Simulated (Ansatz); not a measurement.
Runs of Ansatz 0.2.0 on NiMoIrPdW. The structure is trigonal, space group P3m1 (No. 156). Conventional cell: a = 2.761 Å, b = 2.761 Å, c = 11.341 Å, α = 90.00°, β = 90.00°, γ = 120.00°. Ni (site symmetry 3m) has 3 W at 2.59 Å and 3 Pd at 2.68 Å and 6 Ni at 2.76 Å as nearest neighbours. Around Mo (site symmetry 3m) lie 3 Ir at 2.66 Å and 1 W at 2.66 Å and 6 Mo at 2.76 Å. Pd (site symmetry 3m) is surrounded by 3 Ni at 2.68 Å and 6 Pd at 2.76 Å and 3 Ir at 2.84 Å. Around Ir (site symmetry 3m) lie 3 Mo at 2.66 Å and 6 Ir at 2.76 Å and 3 Pd at 2.84 Å. Around W (site symmetry 3m) lie 3 Ni at 2.59 Å and 1 Mo at 2.66 Å and 6 W at 2.76 Å. The cell was built by a generator and needn't be a form met in nature.

```csv
task,level,cell,k mesh,points for each segment of the path,target pressure (GPa),mesh quality,gap on the mesh (eV),pressure (GPa),moment (μB),relaxed volume (Å³/atom),largest force (eV/Å)
band structure,LDA,as given,11 × 11 × 3,14,-,not flagged,none,-14.3,0.00,-,0.21
relaxation of cell and atoms,PBE,relaxed to 2 GPa,8 × 8 × 2,-,2,not flagged,none,2.0,0.00,-,-
relaxation of cell and atoms,PBE+D3(BJ)-ATM,relaxed,8 × 8 × 2,-,-,not flagged,none,0.0,0.00,14.62,-
band structure,BLYP,as given,11 × 11 × 3,14,-,not flagged,none,(b),0.00,-,0.57
relaxation of cell and atoms,BLYP,relaxed,8 × 8 × 2,-,-,not flagged,none,0.0,0.00,15.69,0.01
phonons,PBE,as given,7 × 7 × 2,-,-,coarse,none,-,0.00,-,-
relaxation of cell and atoms,LDA,relaxed,8 × 8 × 2,-,-,not flagged,none,0.0,0.00,(a),-
relaxation of cell and atoms,PBE,relaxed to 5 GPa,8 × 8 × 2,-,5,not flagged,none,5.0,0.00,-,-
```

Alike in all rows: potentials or basis Ansatz PAW; spin collinear, ferromagnetic start; cutoff (eV) 420; smearing fermi-dirac 0.05 eV.

**Question.** Estimate the missing entries.

**Answer.** (a) 14.09; (b) 10.6.

Caveats: some runs use coarse meshes; the starting moments weren't kept (some runs); the plane-wave basis is chosen anew once the cell has moved, so the energies of steps on either side of that aren't comparable (some runs); the PAW data sets come from PBE, with cores solved anew for the run's functional, which leaves a small shift of forces and pressure (some runs); spin-orbit coupling is left out, which moves the levels of the heavy elements (some runs); pairwise dispersion overbinds metals, which lowers pressure and volume (some runs); some modes are imaginary (some runs).

A k mesh can miss the band edges, and the runs leave out spin-orbit coupling on Ir, Mo, Pd, W.

A gap of «none» marks a metal or a gap under the smearing width.
